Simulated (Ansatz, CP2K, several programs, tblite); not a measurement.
Energy against volume for BBi in the wurtzite structure, at fixed shape and fractional coordinates, computed by several methods (PBE and r2SCAN, where shown, with plane waves in Ansatz); the cell shown is that of r2SCAN. With free coordinates or axes held, a curve is too stiff, and on another method's shape its minimum isn't the method's own volume. The symmetry is P6_3mc (No. 186, hexagonal); conventional cell a = 3.866 Å, c = 6.375 Å, 20.63 Å³ an atom. B is surrounded by 4 Bi at 2.37–2.39 Å; Bi is surrounded by 4 B at 2.37–2.39 Å. Values at 0 K without nuclear motion; spin polarisation is off, and the phase may be a hypothetical one. Energies count from each curve's lowest point; fits are third-order Birch-Murnaghan.

```
B Bi
1.0
     3.86558    0.00000    0.00000
    -1.93279    3.34769    0.00000
     0.00000    0.00000    6.37545
B Bi
2 2
Direct
  0.33333 0.66667 0.00024
  0.66667 0.33333 0.50024
  0.33333 0.66667 0.37476
  0.66667 0.33333 0.87476
```

PBE, on the shape of its own relaxed cell:

| V (Å³/atom) | E (meV/atom) |
| --- | --- |
| 19.721 | 18.86 |
| 20.350 | 4.31 |
| 20.980 | 0.00 |
| 21.609 | 4.16 |
| 22.239 | 15.07 |

V₀ = 20.96 Å³ an atom and B₀ = 71 GPa.

Q: PBE/SZV (CP2K), on the shape of the cell shown, gives
```csv
V (Å³/atom),E (meV/atom)
18.151,161.99
19.388,55.58
20.626,6.76
21.863,0.00
23.101,23.69
```
What equilibrium volume and bulk modulus follow?

A: V₀ = 21.47 Å³ an atom and B₀ = 75 GPa.

Q: r2SCAN, on the shape of its own relaxed cell, gives
```
V (Å³/atom)  E (meV/atom)
     19.388         20.27
     20.007          4.63
     20.626          0.00
     21.245          4.70
     21.863         17.11
```
What equilibrium volume and bulk modulus follow?

A: V₀ = 20.61 Å³ an atom and B₀ = 80 GPa.

light PBE (260 eV and a coarse mesh), on the shape of the cell shown:

| V (Å³/atom) | E (meV/atom) |
| --- | --- |
| 18.976 | 62.63 |
| 19.801 | 20.62 |
| 20.626 | 3.05 |
| 21.451 | 0.00 |
| 22.276 | 2.46 |
| 23.101 | 25.32 |

The points scatter about the fit by more than 0.3 meV an atom, since at so low a cutoff the number of plane waves jumps with the volume, so no fit is quoted.

Q: GFN2-xTB (tblite), on the shape of the cell shown, as a cluster of 72 atoms at the zone centre, gives
```csv
V (Å³/atom),E (meV/atom)
18.151,51.15
19.388,0.00
20.626,3.57
21.863,46.39
23.101,117.29
```
What equilibrium volume and bulk modulus follow?

A: V₀ = 19.89 Å³ an atom and B₀ = 98 GPa.
